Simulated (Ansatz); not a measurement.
**CH₃BO₂: basis-set convergence**

How large a basis does CH₃BO₂ need? Two functionals are run in growing sets.

Method: one geometry, several basis sets; program: Ansatz 0.2.0, Gaussian basis.

Plan: PBE0-D4/def2-SVP; ωB97M-V/def2-SVP; PBE0-D4/def2-QZVPP; ωB97M-V/def2-QZVPP; the functionals' def2-TZVPP values are taken from earlier runs.

**1. Structure used throughout**

All runs share one geometry, relaxed beforehand with PBE0-D4 in a triple-zeta def2 set.

SMILES `OB1CO1`, 7 atoms, charge 0, spin multiplicity 1.

Atoms are counted from 1 here; the program's logs count them from 0.

Bond lengths: O1–B2 1.341 Å, O1–H5 0.959 Å, B2–C3 1.507 Å, B2–O4 1.334 Å, C3–O4 1.511 Å, C3–H6 1.087 Å, C3–H7 1.087 Å. Angles: B2–O1–H5 113.6°, O1–B2–C3 159.4°, O1–B2–O4 136.7°, C3–B2–O4 63.9°, B2–C3–O4 52.5°, B2–C3–H6 122.7°, B2–C3–H7 122.7°, O4–C3–H6 112.5°, O4–C3–H7 112.5°, H6–C3–H7 114.0°, B2–O4–C3 63.6°.

**2. PBE0-D4 in def2-SVP**

in.yaml

```yaml
crystal:
  periodic: [false, false, false]
  atoms:
    - {symbol: O, position_ang: [-1.464363, 0.371732, -1.006662]}
    - {symbol: B, position_ang: [-0.448394, -0.119973, -0.283291]}
    - {symbol: C, position_ang: [0.818630, -0.148295, 0.532905]}
    - {symbol: O, position_ang: [-0.053426, -1.319910, 0.146077]}
    - {symbol: H, position_ang: [-1.427263, 1.323255, -1.122623]}
    - {symbol: H, position_ang: [0.829787, 0.024494, 1.605893]}
    - {symbol: H, position_ang: [1.806330, -0.199303, 0.082200]}
basis:
  gaussian: {orbitals: def2-SVP}
hamiltonian: {xc: pbe0, dispersion: d4}
output: {orbitals: {seedname: orbitals}}
```

On the command line:

```console
$ ansatz run in.yaml --threads 2 --pin off --events-out ev --progress --plain --max-ram 4352MiB
```

Further steps of the session: ωB97M-V in def2-SVP; PBE0-D4 in def2-QZVPP; ωB97M-V in def2-QZVPP.

**Question.** What will the summary of the whole plan be? Wanted: PBE0-D4: double and triple zeta above quadruple; ωB97M-V: double and triple zeta above quadruple.

**Answer**, as computed:

| quantity | value |
| --- | --- |
| PBE0-D4: double and triple zeta above quadruple | 7.21, 0.34 eV |
| ωB97M-V: double and triple zeta above quadruple | 7.37, 0.32 eV |

In words: PBE0-D4 gains 6.87 eV from double to triple zeta, then 0.34 eV more. Total energies overstate the basis error of differences, where much of it tends to cancel. The LUMO of ωB97M-V is positive and keeps falling with the basis (2.85 to 1.24 eV): an unbound level that the basis holds in place.
